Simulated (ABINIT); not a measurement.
# WC (P1) in ABINIT: notebook

Aim: see how the results for WC move with the level of theory and the settings. Levels: LDA, PBEsol. Tasks: single point.

All numbers are computed with ABINIT 10.8.3 (patched build); they aren't measurements. Logs are shortened: lines on timing, memory, paths and dates and some standing lists are left out, and cuts for length are marked. The log counts tension as positive stress, the text compression.

### 1 Starting point

The typed cell holds 4 atoms: a = 3.101 Å, b = 3.101 Å, c = 4.385 Å, α = 90.00°, β = 90.00°, γ = 90.00°.

The cell comes from a database or a generator and needn't be the stable form of this composition.

### 2 Single point, LDA

run.abi

```
# Pseudopotentials
pp_dirpath "./"
pseudos "W.upf, C.upf"

# Structure
acell 3*1.0
rprim
     0.0000000000    -4.1435722378    -4.1435722378
     0.0000000000     4.1435722378    -4.1435722378
     8.2871444757     0.0000000000     0.0000000000
ntypat 2
znucl 74 6
natom 4
typat 1 1 2 2
xred
     0.4731661900     0.6227553400     0.4793786200
     0.9731661900     0.1227553400     0.9793786200
     0.5268338100     0.3772446600     0.0206213800
     0.0268338100     0.8772446600     0.5206213800
chkprim 0
chksymtnons 0
tolsym 1.0e-6

# Plane-wave basis
ecut 31.0

# k points
kptopt 1
ngkpt 7 7 4
nshiftk 1
shiftk 0.0 0.0 0.0

# Exchange and correlation
ixc 7

# Bands and occupations
nband 22
occopt 3
tsmear 0.00183747

# SCF cycle
nstep 100
tolvrs 1.0e-10

# Output
iomode 3
prtwf 0
prteig 0
prtebands 0
enunit 2
prtden 1
prtvha 1
prtvclmb 1
prtpot 1
prtelf 1
```

Potentials or basis: PseudoDojo NC SR LDA v0.4.1 standard.

Command:

```console
$ abinit run.abi > log 2>&1
```

run.abo:

```text
.Version 10.8.3 of ABINIT
 Symmetries : the unit cell is not primitive
================================================================================
 Values of the parameters that define the memory need of the present run
     intxc =       0    ionmov =       0      iscf =       7    lmnmax =       8
     lnmax =       8     mgfft =      45  mpssoang =       4    mqgrid =    3001
     natom =       4  nloc_mem =       1    nspden =       1   nspinor =       1
    nsppol =       1      nsym =       2    n1xccc =    2501    ntypat =       2
    occopt =       3   xclevel =       1
       mpw =        2369          nfft =       40500          nkpt =          99
================================================================================
================================================================================

--------------------------------------------------------------------------------
------------- Echo of variables that govern the present computation ------------
--------------------------------------------------------------------------------
 -outvars: echo values of preprocessed input variables --------
            acell      1.0000000000E+00  1.0000000000E+00  1.0000000000E+00 Bohr
              amu      1.83850000E+02  1.20110000E+01
          chkprim           0
      chksymtnons           0
             ecut      3.10000000E+01 Hartree
           enunit           2
                       outvar_i_n : Printing only first  50 k-points.
              ixc           7
                       outvar_i_n : Printing only first  50 k-points.
         kptrlatt        7    0    0      0    7    0      0    0    4
          kptrlen      3.31485779E+01
            natom           4
            nband          22
            ngfft          30      30      45
             nkpt          99
            nstep         100
             nsym           2
           ntypat           2
                       prtocc : prtvol=0, do not print more k-points.
           occopt           3
        prtebands           0
           prteig           0
           prtelf           1
           prtpot           1
         prtvclmb           1
           prtvha           1
            prtwf           0
            rprim      0.0000000000E+00 -4.1435722378E+00 -4.1435722378E+00
                       0.0000000000E+00  4.1435722378E+00 -4.1435722378E+00
                       8.2871444757E+00  0.0000000000E+00  0.0000000000E+00
           tolsym      1.00000000E-06
           tolvrs      1.00000000E-10
           tsmear      1.83747000E-03 Hartree
            typat      1  1  2  2
                       outvars : Printing only first  50 k-points.
           xangst      2.1022516586E+00  3.2800173555E-01 -2.4030096024E+00
                       4.2949356571E+00 -1.8646822629E+00 -2.4030096024E+00
                       9.0432339907E-02 -3.2800173555E-01 -1.9823583945E+00
                       2.2831163384E+00  1.8646822629E+00 -1.9823583945E+00
            xcart      3.9726798825E+00  6.1983344902E-01 -4.5410300265E+00
                       8.1162521204E+00 -3.5237387888E+00 -4.5410300265E+00
                       1.7089235535E-01 -6.1983344902E-01 -3.7461144491E+00
                       4.3144645932E+00  3.5237387888E+00 -3.7461144491E+00
             xred      4.7316619000E-01  6.2275534000E-01  4.7937862000E-01
                       9.7316619000E-01  1.2275534000E-01  9.7937862000E-01
                       5.2683381000E-01  3.7724466000E-01  2.0621380000E-02
                       2.6833810000E-02  8.7724466000E-01  5.2062138000E-01
            znucl       74.00000    6.00000

================================================================================

 chkinp: Checking input parameters for consistency.

================================================================================
== DATASET  1 ==================================================================

--- !DatasetInfo
iteration_state: {dtset: 1, }
dimensions: {natom: 4, nkpt: 99, mband: 22, nsppol: 1, nspinor: 1, nspden: 1, mpw: 2369, }
cutoff_energies: {ecut:  31.0, pawecutdg:  -1.0, }
electrons: {nelect:   3.60000000E+01, charge:   0.00000000E+00, occopt:   3.00000000E+00, tsmear:   1.83747000E-03, }
meta: {optdriver: 0, ionmov: 0, optcell: 0, iscf: 7, paral_kgb: 0, }
...

 Exchange-correlation functional for the present dataset will be:
  LDA: Perdew-Wang 92 LSD fit to Ceperley-Alder data - ixc=7
  J.P.Perdew and Y.Wang, PRB 45, 13244 (1992)

 Real(R)+Recip(G) space primitive vectors, cartesian coordinates (Bohr,Bohr^-1):
 R(1)=  0.0000000 -4.1435722 -4.1435722  G(1)=  0.0000000 -0.1206688 -0.1206688
 R(2)=  0.0000000  4.1435722 -4.1435722  G(2)=  0.0000000  0.1206688 -0.1206688
 R(3)=  8.2871445  0.0000000  0.0000000  G(3)=  0.1206688  0.0000000  0.0000000
 Unit cell volume ucvol=  2.8456713E+02 bohr^3
 Angles (23,13,12)=  9.00000000E+01  9.00000000E+01  9.00000000E+01 degrees

 getcut: wavevector=  0.0000  0.0000  0.0000  ngfft=  30  30  45
         ecut(hartree)=     31.000   => boxcut(ratio)=   2.04261

--- Pseudopotential description ------------------------------------------------
- pspini: atom type   1  psp file is ./W.upf
12 -1012 3 -1 1380                            pspcod,pspxc,lmax,lloc,mmax
     nproj     2     2     2     2

- pspini: atom type   2  psp file is ./C.upf
12 -1012 1 -1 1234                            pspcod,pspxc,lmax,lloc,mmax
     nproj     2     2     0     0

   1.12515151E+03                                ecore*ucvol(ha*bohr**3)
--------------------------------------------------------------------------------

================================================================================

--- !BeginCycle
iteration_state: {dtset: 1, }
solver: {iscf: 7, nstep: 100, nline: 4, wfoptalg: 0, }
tolerances: {tolvrs: 1.00E-10, }
...

     iter   Etot(hartree)      deltaE(h)  residm     vres2
 ETOT  1  -163.16569942853    -1.632E+02 1.291E-01 8.840E+02
 ETOT  2  -163.15498744906     1.071E-02 1.019E-01 1.091E+03
 ETOT  3  -163.60414891424    -4.492E-01 4.633E-02 3.486E+00
 ETOT  4  -163.60629967995    -2.151E-03 1.085E-02 6.360E-02
 ETOT  5  -163.60634016062    -4.048E-05 8.501E-03 2.047E-02
 ETOT  6  -163.60635019187    -1.003E-05 2.762E-03 5.065E-04
 ETOT  7  -163.60635045446    -2.626E-07 1.905E-03 1.030E-06
 ETOT  8  -163.60635045823    -3.767E-09 7.343E-04 5.027E-08
 ETOT  9  -163.60635045853    -3.000E-10 6.500E-04 2.010E-09
 ETOT 10  -163.60635045856    -2.927E-11 2.586E-04 6.235E-11

 At SCF step   10       vres2   =  6.24E-11 < tolvrs=  1.00E-10 =>converged.

 Compute ELF
--------------------------------------------------------------------------------

 Compute kinetic energy density

 Compute gradient of the electron density
 Electron Localization Function (ELF) [min:0;max:1]
)     Maximum=    8.6330E-01  at reduced coord.    0.6333    0.5333    0.4667
)     Minimum=    1.8093E-05  at reduced coord.    0.5333    0.3667    0.0222
   Integrated=    1.0846E+02

--------------------------------------------------------------------------------
 End of ELF section

 Cartesian components of stress tensor (hartree/bohr^3)
  sigma(1 1)=  1.39490925E-04  sigma(3 2)= -2.40683087E-03
  sigma(2 2)= -6.39610302E-03  sigma(3 1)=  1.56895688E-04
  sigma(3 3)= -1.71949824E-03  sigma(2 1)= -7.59045135E-04

--- !ResultsGS
iteration_state: {dtset: 1, }
comment   : Summary of ground state results
lattice_vectors:
- [  0.0000000,  -4.1435722,  -4.1435722, ]
- [  0.0000000,   4.1435722,  -4.1435722, ]
- [  8.2871445,   0.0000000,   0.0000000, ]
lattice_lengths: [   5.85990,    5.85990,    8.28714, ]
lattice_angles: [ 90.000,  90.000,  90.000, ] # degrees, (23, 13, 12)
lattice_volume:   2.8456713E+02
convergence: {deltae: -2.927E-11, res2:  6.235E-11, residm:  2.586E-04, diffor: null, }
etotal    :  -1.63606350E+02
entropy   :   0.00000000E+00
fermie    :   6.55676040E-01
cartesian_stress_tensor: # hartree/bohr^3
- [  1.39490925E-04,  -7.59045135E-04,   1.56895688E-04, ]
- [ -7.59045135E-04,  -6.39610302E-03,  -2.40683087E-03, ]
- [  1.56895688E-04,  -2.40683087E-03,  -1.71949824E-03, ]
pressure_GPa:   7.8222E+01
xred      :
- [  4.7317E-01,   6.2276E-01,   4.7938E-01,  W]
- [  9.7317E-01,   1.2276E-01,   9.7938E-01,  W]
- [  5.2683E-01,   3.7724E-01,   2.0621E-02,  C]
- [  2.6834E-02,   8.7724E-01,   5.2062E-01,  C]
cartesian_forces: # hartree/bohr
- [ -2.22177387E-02,  -3.01502126E-01,   1.15101188E-02, ]
- [ -2.22177387E-02,  -3.01502126E-01,   1.15101188E-02, ]
- [  2.22177387E-02,   3.01502126E-01,  -1.15101188E-02, ]
- [  2.22177387E-02,   3.01502126E-01,  -1.15101188E-02, ]
force_length_stats: {min:   3.02538663E-01, max:   3.02538663E-01, mean:   3.02538663E-01, }
...

 Integrated electronic density in atomic spheres:
 ------------------------------------------------
 Atom  Sphere_radius  Integrated_density
    1        2.00000         10.58898556
    2        2.00000         10.58698207
    3        2.00000          4.84965525
    4        2.00000          4.84612252
================================================================================

 ----iterations are completed or convergence reached----

 Mean square residual over all n,k,spin=   43.102E-08; max=  25.856E-05
 reduced coordinates (array xred) for    4 atoms
       0.473166190000      0.622755340000      0.479378620000
       0.973166190000      0.122755340000      0.979378620000
       0.526833810000      0.377244660000      0.020621380000
       0.026833810000      0.877244660000      0.520621380000
 rms dE/dt=  1.0263E+00; max dE/dt=  1.2970E+00; dE/dt below (all hartree)
    1      -1.201602766299      1.296989014586      0.184121576033
    2      -1.201602766299      1.296989014586      0.184121576033
    3       1.201602890419     -1.296988677748     -0.184121645241
    4       1.201602890419     -1.296988677748     -0.184121645241

 cartesian coordinates (angstrom) at end:
    1      2.10225165860651     0.32800173555221    -2.40300960242791
    2      4.29493565711953    -1.86468226293436    -2.40300960242791
    3      0.09043233990651    -0.32800173555221    -1.98235839454522
    4      2.28311633841954     1.86468226293436    -1.98235839454522

 cartesian forces (hartree/bohr) at end:
    1     -0.02221773871287    -0.30150212559741     0.01151011884594
    2     -0.02221773871287    -0.30150212559741     0.01151011884594
    3      0.02221773871287     0.30150212559741    -0.01151011884594
    4      0.02221773871287     0.30150212559741    -0.01151011884594
 frms,max,avg= 1.7467078E-01 3.0150213E-01   4.176E-09 -1.283E-08  2.781E-08 h/b

 cartesian forces (eV/Angstrom) at end:
    1     -1.14248206003960   -15.50386265723986     0.59187410835803
    2     -1.14248206003960   -15.50386265723986     0.59187410835803
    3      1.14248206003960    15.50386265723986    -0.59187410835803
    4      1.14248206003960    15.50386265723986    -0.59187410835803
 frms,max,avg= 8.9819326E+00 1.5503863E+01   2.147E-07 -6.600E-07  1.430E-06 e/A
 length scales=  1.000000000000  1.000000000000  1.000000000000 bohr
              =  0.529177210544  0.529177210544  0.529177210544 angstroms
 Fermi (or HOMO) energy (hartree) =   0.65568   Average Vxc (hartree)=  -0.51886
 Eigenvalues (hartree) for nkpt=  99  k points:
 kpt#   1, nband= 22, wtk=  0.00510, kpt=  0.0000  0.0000  0.0000 (reduced coord)
  -2.07814   -2.07622   -0.79250   -0.78349   -0.77697   -0.76533   -0.75836   -0.75492
   0.10245    0.18553    0.35816    0.41190    0.45020    0.45946    0.47343    0.50975
   0.57965    0.64251    0.73728    0.75988    0.76222    0.77548
      occupation numbers for kpt#   1
   2.00000    2.00000    2.00000    2.00000    2.00000    2.00000    2.00000    2.00000
   2.00000    2.00000    2.00000    2.00000    2.00000    2.00000    2.00000    2.00000
   2.00000    1.99846    0.00000    0.00000    0.00000    0.00000
 prteigrs : prtvol=0 or 1, do not print more k-points.

 Fermi (or HOMO) energy (eV) =  17.84185   Average Vxc (eV)= -14.11882
 Eigenvalues (   eV  ) for nkpt=  99  k points:
 kpt#   1, nband= 22, wtk=  0.00510, kpt=  0.0000  0.0000  0.0000 (reduced coord)
 -56.54904  -56.49679  -21.56515  -21.31975  -21.14252  -20.82577  -20.63601  -20.54253
   2.78790    5.04845    9.74594   11.20838   12.25069   12.50260   12.88258   13.87105
  15.77304   17.48360   20.06243   20.67729   20.74119   21.10194
 prteigrs : prtvol=0 or 1, do not print more k-points.

--- !EnergyTerms
iteration_state     : {dtset: 1, }
comment             : Components of total free energy in Hartree
kinetic             :  5.05692310782503E+01
hartree             :  2.03378824463862E+01
xc                  : -3.76209538578352E+01
Ewald energy        : -1.28545557991138E+02
psp_core            :  3.95390539353034E+00
local_psp           : -9.72916719359427E+01
non_local_psp       :  2.49914019589521E+01
internal            : -1.63605762907797E+02
'-kT*entropy'       : -5.87550762914688E-04
total_energy        : -1.63606350458560E+02
total_energy_eV     : -4.45195559462320E+03
band_energy         : -9.14141752500869E+00
...

 Cartesian components of stress tensor (hartree/bohr^3)
  sigma(1 1)=  1.39490925E-04  sigma(3 2)= -2.40683087E-03
  sigma(2 2)= -6.39610302E-03  sigma(3 1)=  1.56895688E-04
  sigma(3 3)= -1.71949824E-03  sigma(2 1)= -7.59045135E-04

-Cartesian components of stress tensor (GPa)         [Pressure=  7.8222E+01 GPa]
- sigma(1 1)=  4.10396469E+00  sigma(3 2)= -7.08114091E+01
- sigma(2 2)= -1.88179848E+02  sigma(3 1)=  4.61603051E+00
- sigma(3 3)= -5.05893849E+01  sigma(2 1)= -2.23318789E+01

== END DATASET(S) ==============================================================
================================================================================

 -outvars: echo values of variables after computation  --------
            acell      1.0000000000E+00  1.0000000000E+00  1.0000000000E+00 Bohr
           etotal     -1.6360635046E+02
            fcart     -2.2217738713E-02 -3.0150212560E-01  1.1510118846E-02
                      -2.2217738713E-02 -3.0150212560E-01  1.1510118846E-02
                       2.2217738713E-02  3.0150212560E-01 -1.1510118846E-02
                       2.2217738713E-02  3.0150212560E-01 -1.1510118846E-02
            rprim      0.0000000000E+00 -4.1435722378E+00 -4.1435722378E+00
                       0.0000000000E+00  4.1435722378E+00 -4.1435722378E+00
                       8.2871444757E+00  0.0000000000E+00  0.0000000000E+00
           strten      1.3949092461E-04 -6.3961030216E-03 -1.7194982423E-03
                      -2.4068308735E-03  1.5689568819E-04 -7.5904513538E-04
           xangst      2.1022516586E+00  3.2800173555E-01 -2.4030096024E+00
                       4.2949356571E+00 -1.8646822629E+00 -2.4030096024E+00
                       9.0432339907E-02 -3.2800173555E-01 -1.9823583945E+00
                       2.2831163384E+00  1.8646822629E+00 -1.9823583945E+00
             xred      4.7316619000E-01  6.2275534000E-01  4.7937862000E-01
                       9.7316619000E-01  1.2275534000E-01  9.7937862000E-01
                       5.2683381000E-01  3.7724466000E-01  2.0621380000E-02
                       2.6833810000E-02  8.7724466000E-01  5.2062138000E-01
 Calculation completed.
```

Wall time 2.5 min (1 thread of Arm Neoverse V2, shared host); peak memory 0.13 GiB.

What came out:

| Item | Value |
| --- | --- |
| Free energy | -4451.9556 eV |
| Largest force | 15.557 eV/Å |
| Band gap on the k mesh | none (metal or under the smearing width) |
| Valence electrons inside the program's atomic spheres | W 10.59; C 4.85 |

Forces in eV/Å, atoms in the order of the input:
```
W    -1.142 -15.504   0.592
W    -1.142 -15.504   0.592
C     1.142  15.504  -0.592
C     1.142  15.504  -0.592
```

Levels at points of the mesh, in eV from the Fermi level:
| k point | band 15 | band 16 | band 17 | band 18 | band 19 | band 20 | band 21 | band 22 |
| --- | --- | --- | --- | --- | --- | --- | --- | --- |
| (0.00, 0.00, 0.00) | -4.96 | -3.97 | -2.07 | -0.36 | 2.22 | 2.84 | 2.90 | 3.26 |
| (0.00, 0.00, 0.50) | -4.69 | -4.69 | -1.11 | -1.11 | -0.49 | -0.49 | 3.06 | 3.06 |

Caveat: the cutoff is too short for stress, so the log's stress isn't used; forces of over 1 eV/Å show positions far from the minimum, so gaps and moduli don't describe the material at rest. Spin-orbit coupling is left out, which matters for the levels of W.

[end of part 1 of 2]
